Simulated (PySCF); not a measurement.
**The bond of NaBi+, level by level**

Aim: find the lowest electronic state of NaBi+, scan its bond at several levels of theory, and get bond length, wavenumber and dissociation energy from each curve.

Computed with PySCF 2.14.0. Level: Na def2-SVPD, Bi def2-SVPD with ECP60, scalar-relativistic core potentials.

**1. Input**

Settings of the job:

* atoms: Na, Bi
* charge: 1
* basis: Na def2-SVPD, Bi def2-SVPD with ECP60
* Hamiltonian: scalar-relativistic core potentials
* basis functions: 50
* electrons treated: 33
* masses in u: 22.9898, 208.9804
* levels: PBE0, PBE, r²SCAN, M06-L, TPSS, PW91, HSE06, HF, MP2, SCS-MP2, CCSD, CCSD(T)
* grid: 80 radial by 434 angular points
* occupations: held fixed by the projection of orbital angular momentum
* dissociation limit: Na+ + Bi, each in its ground configuration
* starting distance in angstrom: 3.135
* values of 2S to try: 1, 3

Launch:

```sh
$ OMP_NUM_THREADS=1 python dia.py task.json out
```

The runs that follow: First curve: PBE0; Other states along the same grid; PBE; r²SCAN (meta-GGA); M06-L (meta-GGA); TPSS; PW91; HSE06 (range-separated hybrid); UHF; MP2 and coupled cluster.

What does the calculation give? Wanted: for each run, Re; ωe; De; μ.

As calculated:

Lowest PBE0 solution found, without spin–orbit coupling: ⁴Σ⁻ (quartet), unpaired electrons σ ↑, π ↑↑. State 2 has its PBE0 minimum 0.62 eV higher, as a spin-mixed determinant (⟨S²⟩ = 1.76), so this is no gap between pure states. State 3 has its PBE0 minimum 0.65 eV higher, as a spin-mixed determinant (⟨S²⟩ = 1.76), so this is no gap between pure states. State 4 has its PBE0 minimum 0.84 eV higher. The other levels ran on the lowest alone.

| level | Re (Å) | ωe (cm⁻¹) | De (eV) | μ (D) |
| --- | --- | --- | --- | --- |
| UHF | 3.536 | 86.7 | 0.272 | -12.51 |
| UHF-MP2 | 3.504 | 90.5 | 0.299 | n/a |
| UHF-SCS-MP2 | 3.502 | 90.5 | 0.296 | n/a |
| UHF-CCSD | 3.505 | 90.7 | 0.301 | n/a |
| UHF-CCSD(T) | 3.503 | 91.1 | 0.304 | n/a |
| PBE | 3.439 | 95.0 | 0.403 | -11.39 |
| PW91 | 3.425 | 96.8 | 0.420 | -11.28 |
| TPSS | 3.457 | 93.9 | 0.378 | -11.59 |
| r²SCAN | 3.448 | 93.2 | 0.342 | -11.80 |
| M06-L | 3.522 | 80.7 | 0.278 | -12.09 |
| PBE0 | 3.429 | 95.1 | 0.358 | -11.62 |
| HSE06 | 3.439 | 94.5 | 0.363 | -11.63 |

De is counted to Na+ + Bi in their ground configurations. A positive dipole points from Na to Bi; in an ion it is taken about the centre of mass and does not tell which atom is negative.

What this shows: The methods spread over 0.111 Å in bond length, from PW91 to UHF. CCSD(T) can't serve as the judge here: for a weak bond in this basis it is far from its limit. Among the levels with a De in the table, it runs from 0.272 eV (UHF) to 0.420 eV (PW91).

Correlated steps freeze 5 core orbitals. These are scalar-relativistic numbers at best; spin–orbit coupling would shift them, the dissociation energy most. At some levels the lowest empty orbital lies below the highest filled one (the two can be of opposite spin). With spin–orbit coupling the term label itself may not hold.
